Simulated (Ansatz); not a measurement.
Geometry optimisation, DFT PBEsol, scalar-relativistic, plane waves, PAW (Ansatz).

Input file:

```yaml
crystal:
  lattice:
    - [6.389, 0.0, 0.0]
    - [0.0, 6.389, 0.0]
    - [0.0, 0.0, 5.693]
  atoms:
    - { symbol: Sn, position: [0.165, 0.665, 0.0] }
    - { symbol: Sn, position: [0.335, 0.165, 0.0] }
    - { symbol: Sn, position: [0.335, 0.835, 0.5] }
    - { symbol: Sn, position: [0.165, 0.335, 0.5] }
    - { symbol: Ru, position: [0.0, 0.0, 0.25] }
    - { symbol: Ru, position: [0.0, 0.0, 0.75] }
    - { symbol: Sn, position: [0.665, 0.165, 0.5] }
    - { symbol: Sn, position: [0.835, 0.665, 0.5] }
    - { symbol: Sn, position: [0.835, 0.335, 0.0] }
    - { symbol: Sn, position: [0.665, 0.835, 0.0] }
    - { symbol: Ru, position: [0.5, 0.5, 0.75] }
    - { symbol: Ru, position: [0.5, 0.5, 0.25] }
    - { symbol: C, position: [0.00088429, 0.49920963, 0.25114486] }
basis:
  ecutwfc: 420.0
kpoints:
  mp_grid: { grid: [3, 3, 4] }
hamiltonian:
  xc: pbesol
scf:
  occupations: { method: gaussian, width: 0.05 }
  lower_state_search: "off"
relax:
  f_tol: 0.03
  max_steps: 60
  adjacent_minimum: "off"
```

Run as:

```bash
$ ansatz run input.yaml --threads 4 --pin off --max-ram 10240MiB --backend cpu --events-out ev --progress --plain --runs-dir out
```

Question: Where does it end, and by what steps?

Answer: The forces met the threshold. The force dipped under the threshold on the way, but the program's further checks kept it going. Limits of this set-up: coarse k mesh, a small cell, in which the defect meets its images, a typed lattice constant that wasn't relaxed here. After 28 steps the energy has fallen by 1.883 eV; C13 moved furthest, 2.08 Å. Parted: Sn1–C13 (2.07 → 3.08 Å), Sn8–C13 (2.06 → 4.11 Å), Sn9–C13 (2.07 → 3.08 Å). Joined: Sn2–C13 (3.34 → 2.23 Å), Ru5–C13 (3.19 → 1.84 Å), Ru12–C13 (3.19 → 1.84 Å).

| step | energy less start (eV) | largest force component (eV/Å) | accepted |
| --- | --- | --- | --- |
| 0 | 0.0000 | 1.753 | yes |
| 1 | -0.1334 | 1.675 | yes |
| 2 | -0.7182 | 0.436 | yes |
| 3 | -0.7780 | 0.101 | yes |
| 4 | -0.7812 | 0.021 | yes |
| 5 | -0.7814 | 0.007 | yes |
| 6 | -0.7814 | 0.008 | yes |
| 7 | -0.7816 | 0.020 | yes |
| 8 | -0.7819 | 0.031 | yes |
| 9 | -0.7827 | 0.047 | yes |
| 10 | -0.7856 | 0.066 | yes |
| 11 | -0.7935 | 0.135 | yes |
| 12 | -0.8089 | 0.196 | yes |
| 13 | -0.8507 | 0.372 | yes |
| 14 | -0.9578 | 0.489 | yes |
| 15 | -0.9605 | 0.530 | yes |
| 16 | -1.0154 | 0.266 | yes |
| 17 | -1.0556 | 0.256 | yes |
| 18 | -1.0791 | 0.200 | yes |
| 19 | -1.1328 | 0.326 | yes |
| 20 | -1.1672 | 0.566 | yes |
| 21 | -1.2421 | 0.208 | yes |
| 22 | -1.3097 | 0.581 | yes |
| 23 | -1.4777 | 0.837 | yes |
| 24 | -1.7128 | 0.478 | yes |
| 25 | -1.8533 | 0.214 | yes |
| 26 | -1.8811 | 0.105 | yes |
| 27 | -1.8826 | 0.049 | yes |
| 28 | -1.8832 | 0.002 | yes |

```xyz
13
Lattice="6.3890 0.0000 0.0000 0.0000 6.3890 0.0000 0.0000 0.0000 5.6930" Properties=species:S:1:pos:R:3
Sn 0.915 4.408 0.024
Sn 2.266 0.929 -0.500
Sn 2.035 5.420 2.824
Sn 0.684 2.511 3.348
Ru 0.171 0.415 1.424
Ru -0.172 0.073 4.270
Sn 4.164 1.160 2.824
Sn 5.127 4.456 2.806
Sn 5.175 2.280 0.024
Sn 4.211 5.372 0.041
Ru 3.121 3.367 4.270
Ru 2.780 3.024 1.424
C 1.475 1.719 1.424
```

Whether the end is a true minimum wasn't checked by a vibrational analysis.

The run took 5.1 min on 4 threads of Arm Neoverse V1, on a shared host, peak memory 0.94 GiB.
